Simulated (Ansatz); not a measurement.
# Ta2N: under pressure

Aim: relax Ta2N at pressures from -1 to 25 GPa within the symmetry of the start, and follow volume, cell shape and gap.

Computed with Ansatz 0.2.0 (DFT PBEsol, scalar-relativistic, plane waves, PAW, unless a step's input says otherwise).

2 further runs of the same task are left out: 2 set aside as unsound or not needed.

## Step 1: The structure to begin with

It takes space group P-31m (No. 162, trigonal). The conventional cell has a = 5.264 Å, b = 5.264 Å, c = 4.913 Å, α = 90.00°, β = 90.00°, γ = 120.00°. Around Ta (site symmetry m) lie 3 N at 2.13 to 2.15 Å. Around N (site symmetry 32) lie 6 Ta at 2.15 Å. N (site symmetry -3m) is surrounded by 6 Ta at 2.13 Å.

Coordinates:

```xyz
9
Lattice="5.2641 0.0000 0.0000 -2.6320 4.5588 0.0000 0.0000 0.0000 4.9126" Properties=species:S:1:pos:R:3 pbc="T T T"
Ta    1.7551    3.0399    3.6982
Ta   -0.8770    1.5190    3.6982
Ta    1.7540    0.0000    3.6982
Ta    0.8770    1.5190    1.2144
Ta   -1.7551    3.0399    1.2144
Ta    3.5101    0.0000    1.2144
N     2.6320    1.5196    2.4563
N     0.0000    3.0392    2.4563
N     0.0000    0.0000    0.0000
```

It goes back to an entry of the Materials Project, which need not be the stable form.

It is the result of an earlier relaxation at this level (volume 13.10 Å³/atom; gap on the mesh: none (metal)).

## Step 2: Target pressure -1 GPa

File input.yaml:

```yaml
crystal:
  lattice:
    - [5.2804979595, 0.0, 0.0]
    - [-2.6402489797, 4.5730453775, 0.0]
    - [0.0, 0.0, 4.9279078271]
  atoms:
    - { symbol: Ta, position: [0.6668041025, 0.6668041025, 0.7527922846] }
    - { symbol: Ta, position: [0.0, 0.3331958975, 0.7527922846] }
    - { symbol: Ta, position: [0.3331958975, 0.0, 0.7527922846] }
    - { symbol: Ta, position: [0.3331958975, 0.3331958975, 0.2472077154] }
    - { symbol: Ta, position: [0.0, 0.6668041025, 0.2472077154] }
    - { symbol: Ta, position: [0.6668041025, 0.0, 0.2472077154] }
    - { symbol: "N", position: [0.6666666667, 0.3333333333, 0.5] }
    - { symbol: "N", position: [0.3333333333, 0.6666666667, 0.5] }
    - { symbol: "N", position: [0.0, 0.0, 0.0] }
basis:
  ecutwfc: 420
kpoints:
  mp_grid: { grid: [12, 12, 8] }
hamiltonian:
  xc: pbesol
scf:
  occupations: { method: gaussian, width: 0.1 }
output:
  forces: true
  stress: true
  eigenvalues: true
relax:
  adjacent_minimum: "off"
  f_tol: 0.008
  max_steps: 50
  cell: { stress_tol: 0.08, p_target: -1.0 }
```

Launch:

```bash
$ ansatz run input.yaml --threads 2 --pin off --max-ram 5120MiB --backend cpu --events-out ev --progress --plain --runs-dir out
```

The session goes on with these runs: 1 GPa; 4 GPa; target pressure 12 GPa; relaxing at 25 GPa.

Before running it: what results should come out? Wanted: bulk modulus B0; B0'.

The runs gave:

```
                                     quantity                        value
                             volume at 25 GPa  12.20 Å³/atom, V/V0 = 0.931
bulk modulus B0 (third-order Birch-Murnaghan)                      304 GPa
                                          B0'                          4.2
```

**Reading.** Up to 25 GPa the volume falls by 6.9 %. A third-order Birch-Murnaghan curve fits the points with B0 = 304 GPa. The symmetry of the start is kept, so a transition to another structure would not show. The runs treat Ta without spin-orbit coupling. The final runs have no spin polarisation, so a magnetic state may lie lower.
